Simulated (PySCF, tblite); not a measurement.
# C₇H₁₀ClFO: infrared bands and NMR shifts

What infrared bands and NMR shifts should C₇H₁₀ClFO (`C[C@@H]1[C@@H](F)C[C@]1(C)C(=O)Cl`) show?

Computed with tblite 0.8.0 and PySCF 2.14.0, with density-fitted response routines of our own, on a single molecule in the gas phase. Atoms count from 0, in the outputs and in this text.

### 1 Starting geometry

20 atoms, charge 0, multiplicity 1; geometry from: GFN2-xTB.

Bonds of the start (Å): C0–C1 1.52, C1–C2 1.54, C2–F3 1.37, C2–C4 1.53, C4–C5 1.55, C5–C6 1.52, C5–C7 1.50, C7–O8 1.19, C7–Cl9 1.77, C5–C1 1.57, C0–H10 1.09, C0–H11 1.09, C0–H12 1.09, C1–H13 1.09, C2–H14 1.09, C4–H15 1.09, C4–H16 1.09, C6–H17 1.09, C6–H18 1.09, C6–H19 1.09.

### 2 Vibrational analysis with GFN2-xTB

What the job is given:

```
{"job": {"kind": "ir", "xc": "GFN2-xTB", "basis": "xTB"}, "charge": 0, "multiplicity": 1}
C      1.739089    -0.268050    -1.076381
C      0.886708     0.270527     0.055246
C      0.877669    -0.523240     1.370149
F      1.532392     0.092545     2.407928
C     -0.648571    -0.428688     1.432188
C     -0.671324     0.121847    -0.012980
C     -1.434353     1.421049    -0.223656
C     -1.072888    -0.949005    -0.980335
O     -1.259870    -2.097594    -0.749976
Cl    -1.232363    -0.374743    -2.644519
H      1.552782     0.285907    -1.993247
H      2.791208    -0.164975    -0.819021
H      1.530771    -1.320508    -1.256540
H      1.142645     1.313407     0.252272
H      1.280244    -1.536480     1.299036
H     -0.978621     0.303569     2.164354
H     -1.173869    -1.367625     1.584349
H     -2.506512     1.244581    -0.173276
H     -1.196382     1.855161    -1.190627
H     -1.163904     2.132994     0.551998
```

**Question.** This job is followed by: GIAO PBE0/pcSseg-1 NMR shielding, non-relativistic, gas phase. What will the session give for the following? strongest single infrared mode (GFN2-xTB); zero-point energy (GFN2-xTB); ¹³C shifts against TMS (PBE0/pcSseg-1); ¹H shifts against TMS (PBE0/pcSseg-1, means over atoms taken as alike); ¹⁹F shifts against CFCl3 (PBE0/pcSseg-1); ¹⁷O shifts against H2O (PBE0/pcSseg-1); ³⁵Cl shifts against HCl (PBE0/pcSseg-1).

As calculated:

| quantity | value |
| --- | --- |
| strongest single infrared mode (GFN2-xTB) | 1812 cm⁻¹, 348 km/mol |
| zero-point energy (GFN2-xTB) | 98.3 kcal/mol |
| ¹³C shifts against TMS (PBE0/pcSseg-1) | 191.1, 90.8, 52.3, 49.1, 39.4, 29.5, 17.3 ppm |
| ¹H shifts against TMS (PBE0/pcSseg-1, means over atoms taken as alike) | 4.57, 3.28, 2.39, 1.92, 1.66, 1.32 ppm |
| ¹⁹F shifts against CFCl3 (PBE0/pcSseg-1) | -190.4 ppm |
| ¹⁷O shifts against H2O (PBE0/pcSseg-1) | 597.2 ppm |
| ³⁵Cl shifts against HCl (PBE0/pcSseg-1) | 452 ppm |

What this shows: All 54 modes are real, so the xTB geometry is a minimum. The strongest single mode, at 1812 cm⁻¹, moves mainly C7 and O8. Unscaled tight-binding wavenumbers are off by several per cent, some by more. Its intensities can rank the bands wrongly. H14 (hydrogen on an sp3 CH bonded to F) lies farthest downfield among hydrogen, at 4.57 ppm; its carbon carries F, an electronegative neighbour. At PBE0/pcSseg-1: The widest tensor belongs to O8: span 895 ppm, with a paramagnetic part of -660 ppm.
